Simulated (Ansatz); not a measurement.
# CH2F2Si (SMILES FC=[SiH]F): functionals against CCSD(T) at one geometry

An exercise on one series of results from a longer session: the logs are not shown, and one member is left open.

Program: Ansatz 0.2.0, Gaussian basis. Level of theory: single points in def2-TZVPP. These are calculated values, not measurements.

Correlated methods freeze the cores. B3LYP uses VWN-RPA correlation.

### Starting geometry

SMILES `FC=[SiH]F`, 6 atoms, charge 0, spin multiplicity 1.

Atoms are counted from 1 here; the program's logs count them from 0.

Bond lengths: F1–C2 1.382 Å, C2–Si3 1.716 Å, C2–H5 0.994 Å, Si3–F4 1.622 Å, Si3–H6 1.467 Å. Angles: F1–C2–Si3 123.6°, F1–C2–H5 102.7°, Si3–C2–H5 133.2°, C2–Si3–F4 119.6°, C2–Si3–H6 131.2°, F4–Si3–H6 109.1°.

As a file:

```xyz
6
CH2F2Si
F     1.10450   -1.42720   -0.88570
C     0.79610   -0.13340   -0.50920
Si   -0.60500    0.28490    0.38950
F    -1.65070   -0.87470    0.83010
H     1.48490    0.40270   -0.98470
H    -1.07160    1.57520    0.90840
```

Set-up of the first run:

File run/in.yaml:

```yaml
crystal:
  periodic: [false, false, false]
  atoms:
    - {symbol: F, position_ang: [1.104500, -1.427200, -0.885700]}
    - {symbol: C, position_ang: [0.796100, -0.133400, -0.509200]}
    - {symbol: Si, position_ang: [-0.605000, 0.284900, 0.389500]}
    - {symbol: F, position_ang: [-1.650700, -0.874700, 0.830100]}
    - {symbol: H, position_ang: [1.484900, 0.402700, -0.984700]}
    - {symbol: H, position_ang: [-1.071600, 1.575200, 0.908400]}
basis:
  gaussian: {orbitals: def2-TZVPP}
correlation: {method: ccsd_t}
output: {forces: true}
```

The command line of these runs was not kept.

Among the steps run: CCSD(T)/def2-TZVPP; PBE0-D4/def2-TZVPP; wB97M-V/def2-TZVPP; r2SCAN-D4/def2-TZVPP; PBE-D4/def2-TZVPP; B3LYP-D4/def2-TZVPP; r2SCANh-D4/def2-TZVPP.

One table of the session follows, with a row left open; its other results are not shown here.

```
    method  RMS force component (eV/Å)  angle to CCSD(T) forces (°)  dipole (D)
   CCSD(T)                       1.381                    reference        2.73
   PBE0-D4                       1.460                          7.2        2.72
   wB97M-V                           ?                            ?           ?
 r2SCAN-D4                       1.398                          4.2        2.53
    PBE-D4                       1.401                          9.6        2.40
  B3LYP-D4                       1.354                          6.1        2.74
r2SCANh-D4                       1.423                          5.7        2.63
```

Estimate the missing values for wB97M-V.

**Answer.** RMS force component (eV/Å): 1.391; angle to CCSD(T) forces (°): 9.6; dipole (D): 2.81. In the column «RMS force component (eV/Å)» it lies between CCSD(T) (1.381) and r2SCAN-D4 (1.398).
